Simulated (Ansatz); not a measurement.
# SnSe: equation of state

The task here is to estimate one member of a computed series from the others.

Computed with Ansatz 0.2.0 (DFT LDA, scalar-relativistic, unless a step's input says otherwise).

## Starting point

Symmetry: Fm-3m, No. 225, cubic system. Conventional cell: a = 6.020 Å, b = 6.020 Å, c = 6.020 Å, α = 90.00°, β = 90.00°, γ = 90.00°. Sn (site symmetry m-3m) is surrounded by 6 Se at 3.01 Å. Se (site symmetry m-3m) is surrounded by 6 Sn at 3.01 Å.

As a file:

```
Sn Se
1.0
     0.00000    3.01000    3.01000
     3.01000    0.00000    3.01000
     3.01000    3.01000    0.00000
Sn Se
1 1
Direct
  0.00000 0.00000 0.00000
  0.50000 0.50000 0.50000
```

Atoms are numbered in the order of the input: Sn1, Se2.

The first run:

The input, input.yaml:

```yaml
crystal:
  lattice:
    - [0.0, 2.9693193375, 2.9693193375]
    - [2.9693193375, 0.0, 2.9693193375]
    - [2.9693193375, 2.9693193375, 0.0]
  atoms:
    - { symbol: Sn, position: [0.0, 0.0, 0.0] }
    - { symbol: Se, position: [0.5, 0.5, 0.5] }
kpoints:
  mp_grid: { grid: [9, 9, 9] }
  band_path:
    path:
      - [0.0, 0.0, 0.0]
      - [0.5, 0.0, 0.5]
      - [0.625, 0.25, 0.625]
      - [0.375, 0.375, 0.75]
      - [0.0, 0.0, 0.0]
      - [0.5, 0.5, 0.5]
      - [0.5, 0.25, 0.75]
      - [0.5, 0.0, 0.5]
    npoints: 5
scf:
  occupations: { method: fermi_dirac, width: 0.02 }
hamiltonian:
  xc: lda
  pseudopotentials: { kind: all_electron, lapw: { basis_error: 0.00025 } }
output:
  forces: true
  stress: true
  eigenvalues: true
```

Started as:

```
$ ansatz run input.yaml --threads 1 --pin off --max-ram 3072MiB --backend cpu --events-out ev --progress --plain --runs-dir out
```

Steps of the session up to this table: Volume × 0.96, LAPW; Volume × 0.96, PAW; Volume × 0.96, crystal datasets; Volume × 0.99, LAPW; Volume × 0.99, PAW; Volume × 0.99, crystal datasets; Volume × 1.02, LAPW; Volume × 1.02, PAW; Volume × 1.02, crystal datasets; Volume × 1.06, LAPW; Volume × 1.06, PAW; Volume × 1.06, crystal datasets.

One of the session's tables, all rows but one given; the rest of the session is left out.

| method | volume (Å³/atom) | pressure (GPa) | gap on the k mesh (eV) |
| --- | --- | --- | --- |
| LAPW | 26.180 | -1.21 | 0.49 |
| LAPW | 26.998 | -2.78 | 0.56 |
| LAPW | 27.816 | -4.11 | 0.62 |
| LAPW | 28.907 | -5.56 | 0.68 |
| PAW | 26.180 | -1.22 | 0.49 |
| PAW | 26.998 | ? | ? |
| PAW | 27.816 | -4.11 | 0.62 |
| PAW | 28.907 | -5.56 | 0.68 |
| crystal datasets | 26.180 | -1.21 | 0.49 |
| crystal datasets | 26.998 | -2.78 | 0.56 |
| crystal datasets | 27.816 | -4.11 | 0.62 |
| crystal datasets | 28.907 | -5.56 | 0.68 |

Q: Estimate the row for PAW, 26.998 from the others.

**Answer.** pressure (GPa): -2.79; gap on the k mesh (eV): 0.56. In the column «pressure (GPa)» it lies between crystal datasets, 27.816 (-4.11) and LAPW, 26.998 (-2.78).

To keep in mind: Warnings in the runs' records: gradients without spin orbit, crystal datasets made.
